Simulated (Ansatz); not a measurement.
Relaxation of a periodic cell of 17 atoms, Na16H (host Na, host structure bcc, interstitial H), to a largest force component of 0.08 eV/Å in at most 25 steps.

Computed with DFT PBE, scalar-relativistic, plane waves, PAW in Ansatz 0.2.0. Settings: cutoff 420 eV, k mesh 2x2x2, fermi-dirac smearing 0.05 eV, no spin polarisation.

```xyz
17
Lattice="8.4600 0.0000 0.0000 0.0000 8.4600 0.0000 0.0000 0.0000 8.4600" Properties=species:S:1:pos:R:3
Na 0.000 0.000 0.000
Na 4.230 0.000 0.000
Na 0.000 4.230 0.000
Na 0.000 0.000 4.230
Na 2.115 2.115 2.115
Na 4.230 4.230 0.000
Na 4.230 0.000 4.230
Na 6.345 2.115 2.115
Na 0.000 4.230 4.230
Na 2.115 6.345 2.115
Na 2.115 2.115 6.345
Na 4.230 4.230 4.230
Na 6.345 6.345 2.115
Na 6.345 2.115 6.345
Na 2.115 6.345 6.345
Na 6.345 6.345 6.345
H 7.412 4.138 6.404
```

**Question.** Where does it end, and by what steps?

**Answer.** It converged. Limits of this set-up: odd electron count without spin, a small cell, in which the defect meets its images, a typed lattice constant that wasn't relaxed here. After 2 steps the energy has fallen by 0.030 eV; H17 moved furthest, 0.12 Å.

```tsv
step	energy less start (eV)	largest force component (eV/Å)	accepted
0	0.0000	0.122	yes
1	-0.0149	0.095	yes
2	-0.0299	0.045	yes
```

```xyz
17
Lattice="8.4600 0.0000 0.0000 0.0000 8.4600 0.0000 0.0000 0.0000 8.4600" Properties=species:S:1:pos:R:3
Na 0.015 -0.012 -0.013
Na 4.268 -0.008 0.021
Na -0.049 4.232 -0.068
Na 0.017 -0.012 4.252
Na 2.077 2.091 2.120
Na 4.168 4.225 0.011
Na 4.266 -0.008 4.217
Na 6.330 2.126 2.123
Na -0.060 4.232 4.318
Na 2.081 6.356 2.120
Na 2.173 2.104 6.348
Na 4.162 4.225 4.221
Na 6.327 6.321 2.123
Na 6.393 2.184 6.344
Na 2.184 6.353 6.348
Na 6.410 6.246 6.344
H 7.411 4.241 6.335
```

Whether the end is a true minimum wasn't checked by a vibrational analysis.

The run took 19 s on 2 threads of AMD EPYC 7B13 (Zen 3), with other jobs on the host, peak memory 1 GiB.
